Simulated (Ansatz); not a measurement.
**C₃H₆Zn: how energies converge with the basis set**

One table from this session's results is given with a row withheld; the runs are named, their logs left out.

Method: one geometry, several basis sets; program: Ansatz 0.2.0, Gaussian basis.

The runs, in order: PBE0-D4/def2-SVP; ωB97M-V/def2-SVP; PBE0-D4/def2-QZVPP; ωB97M-V/def2-QZVPP; the functionals' def2-TZVPP values are taken from earlier runs.

### The geometry

All runs share one geometry, relaxed beforehand with PBE0-D4 in a triple-zeta def2 set.

10 atoms, charge 0, spin multiplicity 1.

Atoms are counted from 1 here; the program's logs count them from 0.

Bond lengths: C1–C2 1.334 Å, C1–H5 1.089 Å, C1–H6 1.088 Å, C2–Zn3 1.931 Å, C2–H7 1.091 Å, Zn3–C4 1.939 Å, C4–H8 1.093 Å, C4–H9 1.093 Å, C4–H10 1.093 Å. Angles: C2–C1–H5 122.5°, C2–C1–H6 122.6°, H5–C1–H6 114.9°, C1–C2–Zn3 124.0°, C1–C2–H7 115.8°, Zn3–C2–H7 120.2°, C2–Zn3–C4 179.3°, Zn3–C4–H8 111.0°, Zn3–C4–H9 111.1°, Zn3–C4–H10 111.1°, H8–C4–H9 107.8°, H8–C4–H10 107.8°, H9–C4–H10 107.9°.

Geometry (Å):

```mol
C3H6Zn
  3D, bonds by distance, orders not assigned

 10  9  0  0  0  0  0  0  0  0999 V2000
   -0.4111    2.0085   -1.2181 C   0  0
    0.3038    0.8828   -1.2408 C   0  0
    0.2149   -0.4806    0.1231 Zn  0  0
    0.1097   -1.8381    1.5030 C   0  0
   -0.3409    2.7621   -2.0015 H   0  0
   -1.1080    2.2445   -0.4172 H   0  0
    0.9687    0.7605   -2.0973 H   0  0
   -0.7196   -1.6388    2.1867 H   0  0
   -0.0466   -2.8292    1.0687 H   0  0
    1.0291   -1.8716    2.0933 H   0  0
  1  2  8  0
  2  3  8  0
  3  4  8  0
  1  5  8  0
  1  6  8  0
  2  7  8  0
  4  8  8  0
  4  9  8  0
  4 10  8  0
M  END
```

The first run:

The input, in.yaml:

```yaml
crystal:
  periodic: [false, false, false]
  atoms:
    - {symbol: C, position_ang: [-0.411057, 2.008525, -1.218104]}
    - {symbol: C, position_ang: [0.303829, 0.882750, -1.240752]}
    - {symbol: Zn, position_ang: [0.214882, -0.480647, 0.123106]}
    - {symbol: C, position_ang: [0.109748, -1.838149, 1.502964]}
    - {symbol: H, position_ang: [-0.340891, 2.762077, -2.001535]}
    - {symbol: H, position_ang: [-1.108029, 2.244525, -0.417163]}
    - {symbol: H, position_ang: [0.968653, 0.760455, -2.097323]}
    - {symbol: H, position_ang: [-0.719632, -1.638768, 2.186730]}
    - {symbol: H, position_ang: [-0.046634, -2.829164, 1.068722]}
    - {symbol: H, position_ang: [1.029142, -1.871593, 2.093346]}
basis:
  gaussian: {orbitals: def2-SVP}
hamiltonian: {xc: pbe0, dispersion: d4}
output: {orbitals: {seedname: orbitals}}
```

Run with:

```bash
$ ansatz run in.yaml --threads 4 --pin off --events-out ev --progress --plain --max-ram 10444MiB
```

Among the steps run: PBE0-D4 in def2-SVP; ωB97M-V in def2-SVP; PBE0-D4 in def2-QZVPP; ωB97M-V in def2-QZVPP.

One table of the session follows, with a row left open; its other results are not shown here.

It belongs to the step «Density functionals: the series». 

| functional | basis | HOMO (eV) | LUMO (eV) |
| --- | --- | --- | --- |
| PBE0-D4 | def2-SVP | -7.14 | 0.06 |
| PBE0-D4 | def2-TZVPP | ? | ? |
| PBE0-D4 | def2-QZVPP | -7.27 | -0.58 |
| ωB97M-V | def2-SVP | -9.32 | 1.75 |
| ωB97M-V | def2-TZVPP | -9.46 | 1.09 |
| ωB97M-V | def2-QZVPP | -9.47 | 0.83 |

Q: Estimate the row for PBE0-D4, def2-TZVPP from the others.

The run gave: HOMO (eV): -7.27; LUMO (eV): -0.54.
